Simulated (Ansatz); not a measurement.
Run this with Ansatz 0.2.0, Python API and show what comes out.

The script, `run_freq.py`:
```python
'''Vibrations of CH5B2FO.'''

import warnings

import ansatz as az
from ase import Atoms
from ase.thermochemistry import IdealGasThermo
import numpy as np

warnings.simplefilter('ignore', az.DeckWarning)

atoms = Atoms(['B', 'C', 'B', 'O', 'F', 'H', 'H', 'H', 'H', 'H'], positions=[
    (-1.3212, 0.3224, -0.3351),
    (-0.0511, -0.4261, -0.7346),
    (1.0888, -0.0751, 0.2735),
    (1.0897, -0.4594, 1.6872),
    (2.3259, 0.5624, -0.2043),
    (-1.8966, 0.1894, 0.692),
    (-1.8205, 1.1346, -1.106),
    (0.3011, -0.1157, -1.7657),
    (-0.2435, -1.4973, -0.6691),
    (0.6105, 0.3136, 2.165),
])
mol = az.Crystal.molecule_from_ase(atoms)

setup = (
    mol.calculation()
    .basis(gaussian='cc-pVDZ')
    .functional('PBE0')
)
symbols = [site.symbol for site in mol.cartesian_sites]
start = np.array([site.position_ang for site in mol.cartesian_sites], dtype=float)
data = setup.relax(force_tolerance=0.003).run().report
end = np.array(data['positions_ang'])

print('final positions (A) and the move of each atom')
for symbol, xyz, old in zip(symbols, end, start):
    print(f'{symbol:2s} {xyz[0]:10.5f} {xyz[1]:10.5f} {xyz[2]:10.5f}   {np.linalg.norm(xyz - old):7.4f}')

# frequencies need a stationary point, so they are taken at the relaxed geometry
minimum = az.Crystal.molecule()
for symbol, place in zip(symbols, end):
    minimum = minimum.atom(symbol, place.tolist())
vibrating = minimum.calculation().basis(gaussian='cc-pVDZ').functional('PBE0').phonons(temperatures=(200, 600, 100))
vib = vibrating.run().report['vibrations']
sums = vib['harmonic_sums']
modes = [m['omega_inv_cm'] for m in sums['modes_at_gamma'] if m['rigid_motion'] == 'no']
for number, w in enumerate(modes, start=1):
    print(f'mode {number:2d} {w:9.1f} 1/cm {w / 8065.544 * 1000:8.2f} meV')
print('imaginary modes:', sum(w < 0 for w in modes), ' zero-point energy:', round(sums['zero_point_energy_ev'], 4), 'eV')
# rigid rotor and ideal gas, symmetry number taken as one
gas = IdealGasThermo(vib_energies=[w / 8065.544 for w in modes if w > 0], geometry='linear' if len(modes) == 3 * len(symbols) - 5 else 'nonlinear',
                     atoms=Atoms(symbols, positions=end), symmetrynumber=1, spin=0.0)
print(f'H(298 K) - E = {gas.get_enthalpy(298.15, verbose=False):.4f} eV')
print(f'S(298 K, 1 bar) = {96485.33 * gas.get_entropy(298.15, 1e5, verbose=False):.1f} J/(mol K) with symmetry number 1')
```

`python run_freq.py` gives:
```text
final positions (A) and the move of each atom
B    -1.28071    0.42126   -0.34503    0.1073
C    -0.04026   -0.44557   -0.67495    0.0637
B     1.13395    0.08060    0.24713    0.1642
O     1.16265   -0.02087    1.59710    0.4536
F     2.19377    0.68424   -0.30903    0.2080
H    -1.90398    0.22308    0.67656    0.0378
H    -1.62423    1.33773   -1.05312    0.2874
H     0.28202   -0.40306   -1.72379    0.2910
H    -0.20748   -1.49140   -0.35945    0.3118
H     0.36735   -0.43722    1.94747    0.8186
mode  1      24.9 1/cm     3.09 meV
mode  2     145.7 1/cm    18.06 meV
mode  3     220.4 1/cm    27.33 meV
mode  4     360.7 1/cm    44.72 meV
mode  5     466.9 1/cm    57.89 meV
mode  6     566.2 1/cm    70.20 meV
mode  7     594.4 1/cm    73.70 meV
mode  8     686.8 1/cm    85.16 meV
mode  9     761.9 1/cm    94.46 meV
mode 10     910.2 1/cm   112.85 meV
mode 11     936.2 1/cm   116.08 meV
mode 12    1008.2 1/cm   125.00 meV
mode 13    1042.0 1/cm   129.19 meV
mode 14    1076.3 1/cm   133.45 meV
mode 15    1111.3 1/cm   137.78 meV
mode 16    1244.6 1/cm   154.31 meV
mode 17    1318.8 1/cm   163.51 meV
mode 18    1421.1 1/cm   176.20 meV
mode 19    1448.8 1/cm   179.63 meV
mode 20    2565.2 1/cm   318.04 meV
mode 21    2654.7 1/cm   329.13 meV
mode 22    3062.4 1/cm   379.69 meV
mode 23    3164.9 1/cm   392.39 meV
mode 24    3887.5 1/cm   481.99 meV
imaginary modes: 0  zero-point energy: 1.9019 eV
H(298 K) - E = 2.0992 eV
S(298 K, 1 bar) = 332.5 J/(mol K) with symmetry number 1
```

The frequencies are harmonic and unscaled, in a modest basis. The result belongs to the one conformer reached from this start, and soft torsions count as harmonic oscillators. The entropy takes a symmetry number of 1; a symmetric molecule's is lower by R ln(sigma). Run time: 4.7 min on 1 thread of Arm Neoverse V1, with other jobs on the host, peak memory 0.3 GiB.

(A comment or docstring line of the script was reworded after the run, the code is as it ran; lines on the test bed's own set-up are left out of the output.)
